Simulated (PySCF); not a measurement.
# B3LYP/STO-3G run of CHBrCl− (SMILES Cl[CH-]Br)

Aim: the vertical singlet–triplet gap of CHBrCl− at B3LYP/STO-3G, from 2 runs. 

The calculation is run with PySCF 2.14.0.

6 further runs of the same task are left out: 6 set aside as unsound or not needed.

## 1. Starting point

The species is CHBrCl− (4 atoms), meant as a singlet with charge -1. As SMILES, `Cl[CH-]Br`. Geometry: relaxed at GFN2-xTB.

Bond lengths: Cl1–C2 1.837 Å, C2–Br3 2.025 Å, C2–H4 1.116 Å. Angles: Cl1–C2–Br3 107.2°, Cl1–C2–H4 101.3°, Br3–C2–H4 100.2°.

## 2. The energy at B3LYP/STO-3G

Input file calc.py:

```python
# Cl[CH-]Br
from pyscf import gto, dft

mol = gto.Mole()
mol.atom = '''
Cl      -1.574350       0.290000      -0.425680
C        0.245590       0.052990      -0.494500
Br       0.722340      -1.324760       0.911050
H        0.606420       0.981770       0.009130
'''
mol.basis = 'sto-3g'
mol.spin = 0
mol.charge = -1
mol.max_memory = 1860
mol.verbose = 4
mol.build()

myscf = dft.RKS(mol)
myscf.xc = 'b3lyp'
myscf.grids.level = 5
myscf.conv_tol = 1e-10
myscf.kernel()
if not myscf.converged:
    myscf = myscf.newton().run(myscf.mo_coeff, myscf.mo_occ)

etot = myscf.e_tot
print('E(%s) = %.9f' % ('B3LYP', etot))
```

Run with:

```
$ OMP_NUM_THREADS=1 python calc.py
```

The program printed:

```text
PySCF version 2.14.0

[INPUT] num. atoms = 4
[INPUT] num. electrons = 60
[INPUT] charge = -1
[INPUT] spin (= nelec alpha-beta = 2S) = 0
[INPUT] symmetry False subgroup None
[INPUT] Mole.unit = angstrom
[INPUT] Symbol           X                Y                Z      unit          X                Y                Z       unit  Magmom
[INPUT]  1 Cl    -1.574350000000   0.290000000000  -0.425680000000 AA   -2.975090324209   0.548020576124  -0.804418616705 Bohr   0.0
[INPUT]  2 C      0.245590000000   0.052990000000  -0.494500000000 AA    0.464097838932   0.100136587341  -0.934469568597 Bohr   0.0
[INPUT]  3 Br     0.722340000000  -1.324760000000   0.911050000000 AA    1.365024768818  -2.503433580779   1.721634985785 Bohr   0.0
[INPUT]  4 H      0.606420000000   0.981770000000   0.009130000000 AA    1.145967716459   1.855276417314   0.017253199517 Bohr   0.0

nuclear repulsion = 199.698115650038
number of shells = 17
number of NR pGTOs = 99
number of NR cGTOs = 33
basis = sto-3g
ecp = {}

******** <class 'pyscf.dft.rks.RKS'> ********
method = RKS
initial guess = minao
damping factor = 0
level_shift factor = 0
DIIS = <class 'pyscf.scf.diis.CDIIS'>
diis_start_cycle = 1
diis_space = 8
diis_damp = 0
SCF conv_tol = 1e-10
SCF conv_tol_grad = None
SCF max_cycles = 50
direct_scf = True
direct_scf_tol = 1e-13
XC library pyscf.dft.libxc version 7.0.0
    S. Lehtola, C. Steigemann, M. J.T. Oliveira, and M. A.L. Marques.,  SoftwareX 7, 1–5 (2018)
XC functionals = b3lyp
    P. J. Stephens, F. J. Devlin, C. F. Chabalowski, and M. J. Frisch.,  J. Phys. Chem. 98, 11623 (1994)
radial grids:
    Treutler-Ahlrichs [JCP 102, 346 (1995); DOI:10.1063/1.469408] (M4) radial grids

becke partition: Becke, JCP 88, 2547 (1988); DOI:10.1063/1.454033
pruning grids: <function nwchem_prune>
grids dens level: 5
symmetrized grids: False
atomic radii adjust function: <function treutler_atomic_radii_adjust>
small_rho_cutoff = 0
Set gradient conv threshold to 1e-05
Initial guess from minao.
tot grids = 154304
init E= -3035.5527177292
  HOMO = -0.31050708492888  LUMO = -0.121715876106971  gap/eV = 5.13727
cycle= 1 E= -3039.21648034269  delta_E= -3.66  |g|= 0.238  |ddm|= 2.61
  HOMO = 0.163794360958712  LUMO = 0.390021711880656  gap/eV = 6.15596
cycle= 2 E= -3039.23456656109  delta_E= -0.0181  |g|= 0.217  |ddm|= 1.21
  HOMO = 0.202890730395838  LUMO = 0.426618332848081  gap/eV = 6.08794
cycle= 3 E= -3039.25642957239  delta_E= -0.0219  |g|= 0.0473  |ddm|= 0.495
  HOMO = 0.190500636417494  LUMO = 0.412695531305786  gap/eV = 6.04623
cycle= 4 E= -3039.25732234512  delta_E= -0.000893  |g|= 0.00489  |ddm|= 0.0967
  HOMO = 0.191142230085353  LUMO = 0.413922085408831  gap/eV = 6.06215
cycle= 5 E= -3039.25733564732  delta_E= -1.33e-05  |g|= 0.000761  |ddm|= 0.0153
  HOMO = 0.191165819016912  LUMO = 0.413898255868443  gap/eV = 6.06086
cycle= 6 E= -3039.25733610027  delta_E= -4.53e-07  |g|= 0.000178  |ddm|= 0.00318
  HOMO = 0.191200737075214  LUMO = 0.413897090556392  gap/eV = 6.05988
cycle= 7 E= -3039.25733611996  delta_E= -1.97e-08  |g|= 8.88e-06  |ddm|= 0.000654
  HOMO = 0.191202379962069  LUMO = 0.413899296780148  gap/eV = 6.05989
cycle= 8 E= -3039.25733612001  delta_E= -4.91e-11  |g|= 1.29e-06  |ddm|= 4.01e-05
  HOMO = 0.191202962529869  LUMO = 0.413899363075817  gap/eV = 6.05988
Extra cycle  E= -3039.25733612002  delta_E= -7.28e-12  |g|= 9.39e-07  |ddm|= 4.52e-06
converged SCF energy = -3039.25733612002
E(B3LYP) = -3039.257336120
```

Run time: 4.2 s. Hardware: 1 thread of Arm Neoverse V1, shared host; peak memory 0.25 GiB.

## 3. The triplet, same level

Input file calc.py:

```python
from pyscf import gto, dft

molecule = gto.Mole()
molecule.atom = '''
Cl    -2.975090     0.548021    -0.804419
C      0.464098     0.100137    -0.934470
Br     1.365025    -2.503434     1.721635
H      1.145968     1.855276     0.017253
'''
molecule.unit = 'bohr'
molecule.charge = -1
molecule.basis = 'sto-3g'
molecule.max_memory = 1860
molecule.spin = 2
molecule.verbose = 4
molecule.build()

calc0 = dft.UKS(molecule, xc='b3lyp')
calc0.grids.level = 5
calc0.conv_tol = 1e-10
calc0.kernel()
if not calc0.converged:
    calc0 = calc0.newton().run(calc0.mo_coeff, calc0.mo_occ)

e_tot = calc0.e_tot
print('Final energy', e_tot)
```

Run with:

```
$ OMP_NUM_THREADS=1 python calc.py
```

The program printed:

```text
PySCF version 2.14.0

[INPUT] num. atoms = 4
[INPUT] num. electrons = 60
[INPUT] charge = -1
[INPUT] spin (= nelec alpha-beta = 2S) = 2
[INPUT] symmetry False subgroup None
[INPUT] Mole.unit = bohr
[INPUT] Symbol           X                Y                Z      unit          X                Y                Z       unit  Magmom
[INPUT]  1 Cl    -1.574349828436   0.290000224306  -0.425680202831 AA   -2.975090000000   0.548021000000  -0.804419000000 Bohr   0.0
[INPUT]  2 C      0.245590085234   0.052990218370  -0.494500228288 AA    0.464098000000   0.100137000000  -0.934470000000 Bohr   0.0
[INPUT]  3 Br     0.722340122336  -1.324760221842   0.911050007522 AA    1.365025000000  -2.503434000000   1.721635000000 Bohr   0.0
[INPUT]  4 H      0.606420150044   0.981769779167   0.009129894420 AA    1.145968000000   1.855276000000   0.017253000000 Bohr   0.0

nuclear repulsion = 199.698095735449
number of shells = 17
number of NR pGTOs = 99
number of NR cGTOs = 33
basis = sto-3g
ecp = {}

[... 34 lines left out ...]
[... the frontier-level lines of each cycle are left out ...]
[... 5 lines left out ...]
[... 5 lines left out ...]
[... 5 lines left out ...]
[... 5 lines left out ...]
[... 5 lines left out ...]
[... 1 line left out ...]
cycle= 6 E= -3039.11291444131  delta_E= -4.3e-05  |g|= 0.00129  |ddm|= 0.0248


cycle= 7 E= -3039.1129324567  delta_E= -1.8e-05  |g|= 0.000692  |ddm|= 0.0325


cycle= 8 E= -3039.1129372825  delta_E= -4.83e-06  |g|= 0.000167  |ddm|= 0.0215


cycle= 9 E= -3039.11293752647  delta_E= -2.44e-07  |g|= 2.68e-05  |ddm|= 0.00492


cycle= 10 E= -3039.11293753107  delta_E= -4.6e-09  |g|= 3.72e-06  |ddm|= 0.000748


cycle= 11 E= -3039.11293753111  delta_E= -4.18e-11  |g|= 7.36e-07  |ddm|= 6.63e-05


Extra cycle  E= -3039.11293753111  delta_E= 6.37e-12  |g|= 3.38e-07  |ddm|= 7.42e-06
converged SCF energy = -3039.11293753111  <S^2> = 2.0019419  2S+1 = 3.0012944
Final energy -3039.1129375311084
```

Run time: 11 s. Hardware: 1 thread of Arm Neoverse V1, shared host; peak memory 0.26 GiB.

## 4. What came out

At B3LYP/STO-3G:

| quantity | value |
| --- | --- |
| singlet: total energy | -3039.25734 Eh |
| singlet: HOMO energy | 5.20 eV |
| singlet: LUMO energy | 11.26 eV |
| singlet: HOMO–LUMO gap (to an unbound level, set by the basis) | 6.06 eV |
| triplet: total energy | -3039.11294 Eh |
| triplet: HOMO energy (highest over α and β) | 9.28 eV |
| triplet: ⟨S²⟩ | 2.002 |
| vertical energy of the triplet above the singlet | 3.929 eV |

What this shows: At this shape the triplet lies 3.93 eV (379 kJ/mol) above the singlet. For an anion a state so high probably lies above electron detachment. In a minimal basis such a difference can be off by several eV, whatever the method. The HOMO (singlet) lies at positive energy, 5.20 eV; only total energies tell whether the electron is bound. The HOMO (triplet) lies at positive energy, 9.28 eV; only total energies tell whether the electron is bound.
